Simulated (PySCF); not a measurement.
**[WOF3]−: forces at shaken geometries**

How stiff is [WOF3]−? Its atoms are displaced at random by several amounts. The structure is generated, not taken from experiment.

The runs use PySCF 2.14.0; r2SCAN, W def2-SVP with ECP60, O def2-SVP, F def2-SVP; scalar-relativistic core potentials, no spin–orbit coupling.

5 further runs of the same task are left out: 2 for a known fault of the program, 1 that didn't finish, 2 set aside as unsound or not needed. Runs told in other sessions of the task aren't counted.

## 1. The starting structure

5 atoms, charge -1, spin multiplicity 1.

Bond lengths: W1–O2 1.732 Å, W1–F3 1.889 Å, W1–F4 1.955 Å, W1–F5 1.889 Å. Angles: O2–W1–F3 97.0°, O2–W1–F4 160.3°, O2–W1–F5 97.0°, F3–W1–F4 85.2°, F3–W1–F5 162.7°, F4–W1–F5 85.2°.

Geometry (Å):

```xyz
5
charge -1, multiplicity 1
W     0.0651    0.0000   -0.0003
O     1.7653    0.0000    0.3281
F    -0.1277    1.8673   -0.2085
F    -1.8669    0.0000    0.2970
F    -0.1277   -1.8673   -0.2085
```

Formal oxidation states: W +4. An earlier session relaxed this geometry at r2SCAN, W def2-SVP with ECP60, O def2-SVP, F def2-SVP (singlet, point group Cs).

Its energy there is -441.684129 Eh.

## 2. Atoms moved at random, σ = 0.06 Å

run.py (the lines that set the calculation) reads:

```python
mol = gto.M(atom='''
W      0.12196    -0.00500    -0.01235
O      1.75526    -0.00715     0.34528
F     -0.10290     1.88754    -0.17778
F     -1.95590     0.03076     0.31258
F     -0.11039    -1.90615    -0.25991''',
    basis={'W': 'def2-SVP', 'O': 'def2-SVP', 'F': 'def2-SVP'},
    ecp={'W': 'def2-SVP'},
    charge=-1, spin=0)
mf = dft.RKS(mol, xc='R2SCAN')
mf.grids.atom_grid = (50, 194)
mf = mf.density_fit()  # fitting sets: W def2-universal-JKFIT, O def2-universal-JKFIT, F def2-universal-JKFIT
mf.conv_tol = 1e-08; mf.max_cycle = 55
mf.kernel(dm0)  # dm0: the density of the relaxed state
```

Command:

```bash
$ OMP_NUM_THREADS=2 python run.py
```

What it wrote:

```text
init E= -441.647048804847
  HOMO = -0.00899152366313771  LUMO = 0.0471484011487959  gap/eV = 1.52765
cycle= 1 E= -441.650883225139  delta_E= -0.00383  |g|= 0.318  |ddm|= 0.425
  HOMO = 0.0134417809877121  LUMO = 0.0791844384514526  gap/eV = 1.78895
cycle= 2 E= -441.456775455348  delta_E= 0.194  |g|= 1.01  |ddm|= 0.983
  HOMO = 0.000560800910076154  LUMO = 0.060269128068736  gap/eV = 1.62475
cycle= 3 E= -441.672492537848  delta_E= -0.216  |g|= 0.0451  |ddm|= 0.722
  HOMO = -0.000719787640228731  LUMO = 0.0574489673965211  gap/eV = 1.58285
cycle= 4 E= -441.672656106547  delta_E= -0.000164  |g|= 0.038  |ddm|= 0.0597
  HOMO = -2.49218845667087e-05  LUMO = 0.0588727542407561  gap/eV = 1.60269
cycle= 5 E= -441.672909202668  delta_E= -0.000253  |g|= 0.00994  |ddm|= 0.0323
  HOMO = -0.000196090683548533  LUMO = 0.0586516085782272  gap/eV = 1.60133
cycle= 6 E= -441.672923355317  delta_E= -1.42e-05  |g|= 0.00476  |ddm|= 0.00916
  HOMO = 2.98730788657053e-05  LUMO = 0.058878240134888  gap/eV = 1.60135
cycle= 7 E= -441.672927630532  delta_E= -4.28e-06  |g|= 0.00104  |ddm|= 0.00399
  HOMO = -4.08778974509971e-05  LUMO = 0.0588071524538982  gap/eV = 1.60134
cycle= 8 E= -441.672927881727  delta_E= -2.51e-07  |g|= 0.000182  |ddm|= 0.00107
  HOMO = -2.58884208648169e-05  LUMO = 0.0588289497413754  gap/eV = 1.60152
cycle= 9 E= -441.672927888255  delta_E= -6.53e-09  |g|= 7.19e-05  |ddm|= 0.000221
  HOMO = -2.4894775233264e-05  LUMO = 0.0588277819240375  gap/eV = 1.60146
Extra cycle  E= -441.67292788267  delta_E= 5.58e-09  |g|= 0.000186  |ddm|= 0.000179
converged SCF energy = -441.67292788267
```

It took 3.3 s on 2 threads of Arm Neoverse V1, shared host.

Read off: E = -441.672928 Eh (+0.305 eV from the relaxed state), HOMO 0.00 eV, LUMO 1.60 eV, Mulliken charge on W1 +0.68 e, largest force component 5.390 eV/Å. 

```
atom      Fx      Fy  Fz (eV/Å)
  W1  -5.390  -0.285     -0.390
  O2   2.910  -0.007      0.558
  F3   0.199  -0.732      0.069
  F4   2.103  -0.105     -0.385
  F5   0.178   1.128      0.148
```

## 3. Atoms moved at random, σ = 0.15 Å

run.py (the lines that set the calculation) reads:

```python
mol = gto.M(atom='''
W      0.03840     0.10728     0.06326
O      1.79666     0.12788     0.31015
F     -0.15713     1.95528    -0.17760
F     -1.77388     0.05949     0.46700
F     -0.19603    -2.24993    -0.45500''',
    basis={'W': 'def2-SVP', 'O': 'def2-SVP', 'F': 'def2-SVP'},
    ecp={'W': 'def2-SVP'},
    charge=-1, spin=0)
mf = dft.RKS(mol, xc='R2SCAN')
mf.grids.atom_grid = (50, 194)
mf = mf.density_fit()  # fitting sets: W def2-universal-JKFIT, O def2-universal-JKFIT, F def2-universal-JKFIT
mf.conv_tol = 1e-08; mf.max_cycle = 55
mf.kernel(dm0)  # dm0: the density of the relaxed state
```

Command:

```bash
$ OMP_NUM_THREADS=2 python run.py
```

What it wrote:

```text
init E= -441.549126873144
  HOMO = -0.0664618081419839  LUMO = -0.0286163968259885  gap/eV = 1.02983
cycle= 1 E= -441.544827423798  delta_E= 0.0043  |g|= 0.55  |ddm|= 0.972
  HOMO = 0.0841285518357668  LUMO = 0.105386454168275  gap/eV = 0.57846
cycle= 2 E= -438.023630466238  delta_E= 3.52  |g|= 4.07  |ddm|= 2.89
  HOMO = 0.0391154840454284  LUMO = 0.0909498601593555  gap/eV = 1.41049
cycle= 3 E= -441.502926906751  delta_E= -3.48  |g|= 0.716  |ddm|=  2.5
  HOMO = -0.0198519816280687  LUMO = 0.0244994339939026  gap/eV = 1.20686
cycle= 4 E= -441.576126975282  delta_E= -0.0732  |g|= 0.434  |ddm|= 0.901
  HOMO = -0.0108418729268465  LUMO = 0.0359415607862275  gap/eV = 1.27304
cycle= 5 E= -441.604477423866  delta_E= -0.0284  |g|= 0.229  |ddm|= 0.361
  HOMO = -0.0107988749868504  LUMO = 0.0344319321353233  gap/eV = 1.23079
cycle= 6 E= -441.615148720414  delta_E= -0.0107  |g|= 0.0484  |ddm|= 0.17
  HOMO = -0.00681933418596614  LUMO = 0.0394812527900719  gap/eV = 1.25990
cycle= 7 E= -441.61569585395  delta_E= -0.000547  |g|= 0.013  |ddm|= 0.0575
  HOMO = -0.00836742240703714  LUMO = 0.0376431497312097  gap/eV = 1.25201
cycle= 8 E= -441.615733802585  delta_E= -3.79e-05  |g|= 0.00347  |ddm|= 0.0164
  HOMO = -0.00849677388488956  LUMO = 0.0374722645786072  gap/eV = 1.25088
cycle= 9 E= -441.615736196044  delta_E= -2.39e-06  |g|= 0.00137  |ddm|= 0.00332
  HOMO = -0.00851339482390401  LUMO = 0.0374958726692292  gap/eV = 1.25198
cycle= 10 E= -441.615736586813  delta_E= -3.91e-07  |g|= 0.000221  |ddm|= 0.00137
  HOMO = -0.00850913626424088  LUMO = 0.0375002114076537  gap/eV = 1.25198
cycle= 11 E= -441.6157365974  delta_E= -1.06e-08  |g|= 5.93e-05  |ddm|= 0.000235
  HOMO = -0.00850829099873707  LUMO = 0.0375018310592203  gap/eV = 1.25200
cycle= 12 E= -441.615736598304  delta_E= -9.05e-10  |g|= 1.25e-05  |ddm|= 7.65e-05
  HOMO = -0.00850882365330108  LUMO = 0.0375014989149065  gap/eV = 1.25200
Extra cycle  E= -441.615736598092  delta_E= 2.12e-10  |g|= 3.42e-05  |ddm|= 3.89e-05
converged SCF energy = -441.615736598092
```

It took 3.7 s on 2 threads of Arm Neoverse V1, shared host.

It gives: E = -441.615737 Eh (+1.861 eV from the relaxed state), HOMO -0.23 eV, LUMO 1.02 eV, Mulliken charge on W1 +0.70 e, largest force component 3.921 eV/Å. 

```
atom      Fx      Fy  Fz (eV/Å)
  W1   3.766  -3.112     -1.354
  O2  -2.152  -0.273     -0.228
  F3   0.023  -0.276      0.097
  F4  -2.023  -0.259      0.495
  F5   0.386   3.921      0.990
```

## 4. Atoms moved at random, σ = 0.03 Å

run.py (the lines that set the calculation) reads:

```python
mol = gto.M(atom='''
W      0.10728    -0.02456    -0.02077
O      1.77422    -0.00422     0.32766
F     -0.14143     1.93314    -0.23398
F     -1.90376     0.01559     0.32761
F     -0.12828    -1.91995    -0.19270''',
    basis={'W': 'def2-SVP', 'O': 'def2-SVP', 'F': 'def2-SVP'},
    ecp={'W': 'def2-SVP'},
    charge=-1, spin=0)
mf = dft.RKS(mol, xc='R2SCAN')
mf.grids.atom_grid = (50, 194)
mf = mf.density_fit()  # fitting sets: W def2-universal-JKFIT, O def2-universal-JKFIT, F def2-universal-JKFIT
mf.conv_tol = 1e-08; mf.max_cycle = 55
mf.kernel(dm0)  # dm0: the density of the relaxed state
```

Command:

```bash
$ OMP_NUM_THREADS=2 python run.py
```

What it wrote:

```text
init E= -441.635992927886
  HOMO = -0.0164121798279453  LUMO = 0.0359405836354405  gap/eV = 1.42459
cycle= 1 E= -441.665225675993  delta_E= -0.0292  |g|= 0.221  |ddm|= 0.325
  HOMO = 0.00925995370853272  LUMO = 0.0719384399525396  gap/eV = 1.70557
cycle= 2 E= -441.561772235764  delta_E= 0.103  |g|= 0.731  |ddm|= 0.696
  HOMO = -0.00182499662805924  LUMO = 0.0544341330473088  gap/eV = 1.53089
cycle= 3 E= -441.675593327006  delta_E= -0.114  |g|= 0.0482  |ddm|= 0.519
  HOMO = -0.00010233626154843  LUMO = 0.0559489778803162  gap/eV = 1.52523
cycle= 4 E= -441.675769432272  delta_E= -0.000176  |g|= 0.0377  |ddm|= 0.0594
  HOMO = -0.00202529726515266  LUMO = 0.0537702995105285  gap/eV = 1.51828
cycle= 5 E= -441.67604716428  delta_E= -0.000278  |g|= 0.00689  |ddm|= 0.0347
  HOMO = -0.00142656644944594  LUMO = 0.0544764227850294  gap/eV = 1.52120
cycle= 6 E= -441.67605623259  delta_E= -9.07e-06  |g|= 0.00278  |ddm|= 0.0081
  HOMO = -0.00151625053096538  LUMO = 0.0543636026597625  gap/eV = 1.52057
cycle= 7 E= -441.676057681773  delta_E= -1.45e-06  |g|= 0.000891  |ddm|= 0.00231
  HOMO = -0.00154070842261689  LUMO = 0.0543428989997565  gap/eV = 1.52067
cycle= 8 E= -441.676057842096  delta_E= -1.6e-07  |g|= 0.000223  |ddm|= 0.000652
  HOMO = -0.00154024798846564  LUMO = 0.0543478877890955  gap/eV = 1.52079
cycle= 9 E= -441.676057851157  delta_E= -9.06e-09  |g|= 8.67e-05  |ddm|= 0.000202
  HOMO = -0.00152632361043459  LUMO = 0.054360453332233  gap/eV = 1.52076
Extra cycle  E= -441.67605784378  delta_E= 7.38e-09  |g|= 0.000213  |ddm|= 0.000235
converged SCF energy = -441.67605784378
```

It took 3.3 s on 2 threads of Arm Neoverse V1, shared host.

Result: E = -441.676058 Eh (+0.220 eV from the relaxed state), HOMO -0.04 eV, LUMO 1.48 eV, Mulliken charge on W1 +0.69 e, largest force component 3.239 eV/Å. 

```
atom      Fx      Fy  Fz (eV/Å)
  W1  -3.239   1.189     -0.147
  O2   1.079   0.021      0.149
  F3   0.408  -2.081      0.216
  F4   1.543  -0.081     -0.306
  F5   0.209   0.952      0.088
```

## 5. Results

| σ (Å) | energy rise (eV) | harmonic estimate −½ F·u (eV) | largest force component (eV/Å) |
| --- | --- | --- | --- |
| 0.06 | 0.305 | 0.286 | 5.39 |
| 0.15 | 1.861 | 1.265 | 3.92 |
| 0.03 | 0.220 | 0.209 | 3.24 |

Every displacement raises the energy. For a harmonic well the rise equals −½ F·u; the two differ by at most 32 % here (a move with σ = 0.15 Å), from anharmonicity, the grid and the small forces left at the relaxed point. The largest moves cost over 1 eV, far outside the harmonic range, so agreement there can come from errors that cancel between squeezed and stretched bonds. The bases are small and lack diffuse functions. Spin–orbit coupling is left out.
